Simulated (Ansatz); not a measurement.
**CH5ClSn: up Jacob's ladder to CCSD(T)**

The task here is to estimate one member of a computed series from the others.

Computed with Ansatz 0.2.0, Gaussian basis. Level: functionals in def2-TZVPP, the program's frozen cores in correlated methods.

Levels to be run: LDA (SPW92), PBE-D4, revPBE-D4, BLYP-D4, r2SCAN-D4, B97M-V, PBE0-D4, B3LYP-D4, r2SCANh-D4, r2SCAN0-D4, HSE06-D4, BHLYP-D4, CAM-B3LYP-D4, LC-ωPBE, ωB97X-V, ωB97M-V, B2PLYP, PBE-QIDH; CCSD(T)/def2-SVP; CCSD(T)/def2-TZVPP; MP2/def2-QZVPP; extrapolation to the limit; RPA on PBE.

### The relaxed structure

An earlier PBE0-D4 in a triple-zeta def2 set relaxation fixed the geometry. Sn takes the def2 core potential; no spin-orbit term is included.

SMILES `[CH3][SnH2][Cl]`, 8 atoms, charge 0, spin multiplicity 1.

Atoms are counted from 1 here; the program's logs count them from 0.

Bond lengths: C1–Sn2 2.127 Å, C1–H4 1.089 Å, C1–H5 1.091 Å, C1–H6 1.089 Å, Sn2–Cl3 2.342 Å, Sn2–H7 1.705 Å, Sn2–H8 1.705 Å. Angles: Sn2–C1–H4 109.2°, Sn2–C1–H5 110.1°, Sn2–C1–H6 109.3°, H4–C1–H5 109.4°, H4–C1–H6 109.3°, H5–C1–H6 109.4°, C1–Sn2–Cl3 105.7°, C1–Sn2–H7 113.7°, C1–Sn2–H8 113.6°, Cl3–Sn2–H7 105.5°, Cl3–Sn2–H8 105.5°, H7–Sn2–H8 111.9°.

As a file:

```
C    -0.88097    0.73923   -0.21814
Sn    0.57878   -0.74738    0.20836
Cl    2.65279    0.28290   -0.14274
H    -0.75930    1.07743   -1.24655
H    -1.88317    0.32938   -0.08751
H    -0.74377    1.58266    0.45757
H     0.58839   -1.24936    1.83786
H     0.53944   -2.07195   -0.86465
```

Set-up of the first run:

in.yaml reads:

```yaml
crystal:
  periodic: [false, false, false]
  atoms:
    - {symbol: C, position_ang: [-0.880966, 0.739230, -0.218141]}
    - {symbol: Sn, position_ang: [0.578780, -0.747384, 0.208358]}
    - {symbol: Cl, position_ang: [2.652789, 0.282896, -0.142744]}
    - {symbol: H, position_ang: [-0.759303, 1.077435, -1.246545]}
    - {symbol: H, position_ang: [-1.883171, 0.329377, -0.087507]}
    - {symbol: H, position_ang: [-0.743765, 1.582656, 0.457569]}
    - {symbol: H, position_ang: [0.588390, -1.249358, 1.837860]}
    - {symbol: H, position_ang: [0.539445, -2.071951, -0.864653]}
basis:
  gaussian: {orbitals: def2-TZVPP}
hamiltonian: {xc: lda}
output: {orbitals: {seedname: orbitals}}
```

Steps of the session up to this table: LDA; PBE-D4 (GGA); revPBE-D4 (GGA); BLYP-D4 (GGA); r2SCAN-D4 (meta-GGA); B97M-V (meta-GGA); PBE0-D4 (hybrid); B3LYP-D4 (hybrid); r2SCANh-D4 (hybrid); r2SCAN0-D4 (hybrid); HSE06-D4 (hybrid); BHLYP-D4 (hybrid); CAM-B3LYP-D4 (range-separated); LC-ωPBE-D4 (range-separated; the results give it without D4); ωB97X-V (range-separated); ωB97M-V (range-separated); B2PLYP (double hybrid); PBE-QIDH (double hybrid).

One of the session's tables, all rows but one given; the rest of the session is left out.

It belongs to the step «Frontier levels by functional». 

```
  functional  HOMO (eV)  gap (eV)
 LDA (SPW92)      -7.11      5.52
      PBE-D4      -7.00      5.67
   revPBE-D4      -6.95      5.73
     BLYP-D4      -6.84      5.58
   r2SCAN-D4      -7.32      6.32
      B97M-V      -7.43      6.36
     PBE0-D4      -8.30      7.83
    B3LYP-D4      -8.05      7.31
  r2SCANh-D4      -7.80      7.10
  r2SCAN0-D4      -8.51      8.24
    HSE06-D4      -7.90      7.06
    BHLYP-D4      -9.46      9.77
CAM-B3LYP-D4      -9.63     10.06
     LC-ωPBE     -11.03     12.61
     ωB97X-V          ?         ?
     ωB97M-V     -10.50     11.65
```

Estimate the missing values for ωB97X-V.

**Answer.** HOMO (eV): -10.66; gap (eV): 12.10. In the column «HOMO (eV)» it lies between LC-ωPBE (-11.03) and ωB97M-V (-10.50).
